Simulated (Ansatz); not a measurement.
# InO2 (doublet): the correlation ladder at distance In1–O2 = 6.468 Å, def2-SVP

An exercise on one series of results from a longer session: the logs are not shown, and one member is left open.

The runs use Ansatz 0.2.0, Gaussian basis; def2-SVP, core rule «outside noble gas», up to 11 orbitals frozen.

Plan: UHF; CCSD(T) on ROHF; CCSD(T) on UHF; BCCD(T) on ROHF; CISD; CCSDT(Q) on UHF; CASSCF and MRCISD+Q, 3 electrons in 3 orbitals; CASSCF and NEVPT2, 3 electrons in 3 orbitals; CASSCF and MRCISD+Q, 11 electrons in 10 orbitals; CASSCF and NEVPT2, 11 electrons in 10 orbitals.

28 further runs of the same task are left out: 8 for a known fault of the program, 2 for a mislabelled method, 14 that didn't finish, 4 set aside as unsound or not needed.

## What is computed

The geometry derives from a PBE0/def2-TZVP stationary point (not a proven minimum). One bond is set to the value named and the two fragments are kept rigid. No spin-orbit coupling is included. Elements past krypton take def2 core potentials.

3 atoms, charge 0, spin multiplicity 2.

Atoms are counted from 1 here; the program's logs count them from 0.

Bond lengths: In1–O3 1.862 Å.

As a file:

```xyz
3

In    0.0000    0.0000   -1.5352
O     0.0000    0.0000    4.9328
O     0.0000    0.0000   -3.3976
```

The first run:

Contents of in.yaml:

```yaml
crystal:
  periodic: [false, false, false]
  atoms:
    - {symbol: In, position_ang: [0.000000, 0.000000, -1.535218]}
    - {symbol: O, position_ang: [0.000000, 0.000000, 4.932782]}
    - {symbol: O, position_ang: [0.000000, 0.000000, -3.397563]}
basis:
  gaussian: {orbitals: def2-SVP}
magnetization: {spin_polarized: true, initial_magnetization: 1}
hamiltonian: {xc: hf}
output: {orbitals: {seedname: orbitals}}
```

The run is started by

```bash
> ansatz run in.yaml --threads 1 --pin off --events-out ev --progress --plain --max-ram 2393MiB
```

Steps of the session up to this table: UHF; CCSD(T) on ROHF; CCSD(T) on UHF; BCCD(T) on ROHF; CISD; CCSDT(Q) on UHF; CASSCF and MRCISD+Q, 3 electrons in 3 orbitals; CASSCF and NEVPT2, 3 electrons in 3 orbitals; CASSCF and MRCISD+Q, 11 electrons in 10 orbitals; CASSCF and NEVPT2, 11 electrons in 10 orbitals.

One of the session's tables, all rows but one given; the rest of the session is left out.

| method | from UCCSDT(Q) (meV) |
| --- | --- |
| RMP2 | -674.5 |
| UMP2 | +1535.3 |
| RCCSD | +445.7 |
| UCCSD | +354.0 |
| RCCSD(T) | -205.2 |
| UCCSD(T) | +116.3 |
| BCCD(T) | +141.3 |
| UCCSDT | +55.4 |
| UCCSDT(Q) | 0 |
| CASSCF pair | ? |
| NEVPT2 pair | +1634.9 |
| MRCISD pair | +1416.1 |
| MRCISD+Q pair | +642.3 |
| CASSCF valence | +7260.2 |
| NEVPT2 valence | +1327.8 |
| MRCISD valence | +649.7 |
| MRCISD+Q valence | +182.7 |

Q: Estimate the row for CASSCF pair from the others.

As computed: from UCCSDT(Q) (meV): +9459.4. In the column «from UCCSDT(Q) (meV)» it is the highest.

Among the levels timed on like hardware and quicker than the yardstick, those that no quicker one beats, quickest first: NEVPT2 valence (27 s, +1327.8 meV); MRCISD+Q valence (31 s, +182.7 meV); BCCD(T) (47 s, +141.3 meV); UCCSD(T) (51 s, +116.3 meV).

Not comparable, so not listed: CISD (they don't share determinant, frozen orbitals or solution with the rows shown, or repeat one).

Caveats from the session: The determinant is far from a pure spin state, so its energy mixes those of several spin states (harmless only where they are near-degenerate, as at dissociation). The report flags that the cluster equations may have other roots. Left out of the table: ROHF, UHF (another determinant or state than the rows shown). The program flags RCCSD(T), BCCD(T), NEVPT2 valence, MRCISD+Q valence as in doubt, so those rows may rest on another solution; read them beside their warnings. With 3.0 effectively unpaired electrons against 1 the state is strongly multireference. Warnings: spin contamination; coupled cluster took another determinant than the lowest; large T1 diagnostic. Restricted and unrestricted rows rest on different reference determinants; where their highest levels disagree by more than a few hundredths of an eV, they describe different states and don't form one ladder. Warnings in the runs' records: other roots, idle orbitals, large difference.
